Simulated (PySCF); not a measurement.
# One shape, several levels: GaH3 (SMILES [GaH3])

Wanted: a comparison of 6 runs (HF/3-21G, PBE/def2-TZVPPD, SVWN5/def2-TZVPPD, TPSS/def2-TZVPPD, revPBE/def2-TZVPPD, CCSD(T)/def2-TZVPPD) of GaH3. The job is set up through a Python script.

The calculation is run with PySCF 2.14.0.

3 further runs of the same task are left out: 3 set aside as unsound or not needed.

### Step 1. The molecule

GaH3: 4 atoms, total charge 0, spin state singlet. As SMILES, `[GaH3]`. The coordinates come from a PBE0-D4/def2-TZVP relaxation.

Bond lengths: Ga1–H2 1.568 Å, Ga1–H3 1.568 Å, Ga1–H4 1.568 Å. Angles: H2–Ga1–H3 120.0°, H2–Ga1–H4 120.0°, H3–Ga1–H4 120.0°.

### Step 2. A single-point energy at HF/3-21G (run 1)

File calc.py:

```python
# [GaH3]
from pyscf import gto

mol = gto.Mole()
mol.atom = '''
Ga   0.013400  -0.014900  -0.004600
H    1.252400   0.343800   0.887700
H   -0.552100  -1.477800  -0.009700
H   -0.658400   1.088700  -0.893700
'''
mol.max_memory = 1860
mol.basis = '3-21g'
mol.verbose = 4
mol.build()

myscf = mol.RHF()
myscf.conv_tol = 1e-10
myscf.kernel()
if not myscf.converged:
    myscf = myscf.newton().run(myscf.mo_coeff, myscf.mo_occ)

e_final = myscf.e_tot
print('Final energy', e_final)
```

Command:

```bash
$ OMP_NUM_THREADS=1 python calc.py
```

Output:

```text
PySCF version 2.14.0

[... 52 lines left out ...]
converged SCF energy = -1915.52383956839
Final energy -1915.523839568392
```

Run time: 0.95 s. Hardware: 1 thread of Intel Xeon at 2.70GHz, shared host; peak memory 0.12 GiB.

### Step 3. The energy at PBE/def2-TZVPPD (run 2)

File calc.py:

```python
# [GaH3]
from pyscf import gto, dft

mol = gto.Mole()
mol.atom = '''
Ga     0.013400    -0.014900    -0.004600
H      1.252400     0.343800     0.887700
H     -0.552100    -1.477800    -0.009700
H     -0.658400     1.088700    -0.893700
'''
mol.max_memory = 1860
mol.charge = 0
mol.basis = 'def2-tzvppd'
mol.verbose = 4
mol.build()

mf = dft.RKS(mol, xc='pbe')
mf.grids.level = 5
mf.conv_tol = 1e-10
mf.kernel()
if not mf.converged:
    mf = mf.newton().run(mf.mo_coeff, mf.mo_occ)

energy = mf.e_tot
print('E(%s) = %.9f' % ('PBE', energy))
```

Command:

```bash
$ OMP_NUM_THREADS=1 python calc.py
```

Output:

```text
PySCF version 2.14.0

[... 71 lines left out ...]
converged SCF energy = -1926.31712271485
E(PBE) = -1926.317122715
```

It took 11 s on 1 thread of Intel Xeon at 2.70GHz, shared host; peak memory 0.52 GiB.

Runs 3 to 5 aren't shown in full; the table further down has their settings and results.

### Step 4. The energy at CCSD(T)/def2-TZVPPD (run 6)

File job.py:

```python
from pyscf import gto, cc

molecule = gto.Mole()
molecule.atom = [
    ('Ga', (0.013400, -0.014900, -0.004600)),
    ('H', (1.252400, 0.343800, 0.887700)),
    ('H', (-0.552100, -1.477800, -0.009700)),
    ('H', (-0.658400, 1.088700, -0.893700)),
]
molecule.verbose = 4
molecule.max_memory = 1860
molecule.spin = 0
molecule.basis = 'def2-tzvppd'
molecule.build()

hf = molecule.RHF()
hf.conv_tol = 1e-10
hf.kernel()
if not hf.converged:
    hf = hf.newton().run(hf.mo_coeff, hf.mo_occ)

mycc = cc.CCSD(hf, frozen=9)
mycc.kernel()
e_t = mycc.ccsd_t()
e_final = mycc.e_tot + e_t
print('Final energy', e_final)
```

Command:

```bash
$ OMP_NUM_THREADS=1 python job.py
```

Output:

```text
PySCF version 2.14.0

[... 54 lines left out ...]
converged SCF energy = -1924.96418546534
[... 12 lines left out ...]
Init t2, MP2 energy = -1925.20974188887  E_corr(MP2) -0.24555642353208
[... 11 lines left out ...]
CCSD converged
[... 2 lines left out ...]
Final energy -1925.2305282306434
```

It took 29 s on 1 thread of Intel Xeon at 2.70GHz, shared host; peak memory 0.67 GiB.

### Step 5. Overview of the runs

```
run                level  integration grid  frozen core orbitals   energy (Eh)  dipole moment (D) of the reference  HOMO energy (eV)  LUMO energy (eV)  wall time
  1             HF/3-21G                 –                     –  -1915.523840                                0.00            -11.51              0.84     0.95 s
  2      PBE/def2-TZVPPD                 5                     –  -1926.317123                                0.00             -7.35             -2.66       11 s
  3    SVWN5/def2-TZVPPD                 5                     –  -1923.562430                                0.00             -7.39             -2.91      5.7 s
  4     TPSS/def2-TZVPPD                 5                     –  -1926.619003                                0.00             -7.56             -2.45       23 s
  5   revPBE/def2-TZVPPD                 5                     –  -1926.480685                                0.00             -7.32             -2.55       12 s
  6  CCSD(T)/def2-TZVPPD                 –                     9  -1925.230528                                0.00            -11.65              0.94       29 s
```

### Step 6. Results

```
                                          quantity           value
                               run 6: total energy  -1925.23053 Eh
       run 6: dipole moment (Hartree–Fock density)          0.00 D
        run 6: HOMO energy (Hartree–Fock orbitals)       -11.65 eV
        run 6: LUMO energy (Hartree–Fock orbitals)         0.94 eV
      run 6: HOMO–LUMO gap (Hartree–Fock orbitals)        12.59 eV
run 6: correlation energy (9 core orbitals frozen)      -266.3 mEh
                             run 6: (T) correction       -8.29 mEh
                              run 6: T1 diagnostic           0.013
```

What this shows: Over runs 1, 2, 3, 4, 5 the HOMO–LUMO gap runs from 4.48 eV (SVWN5/def2-TZVPPD) to 12.35 eV (HF/3-21G). The two ends differ in method and basis. Totals of different functionals can't be ranked against each other. All runs together took 83 s, the longest 29 s.
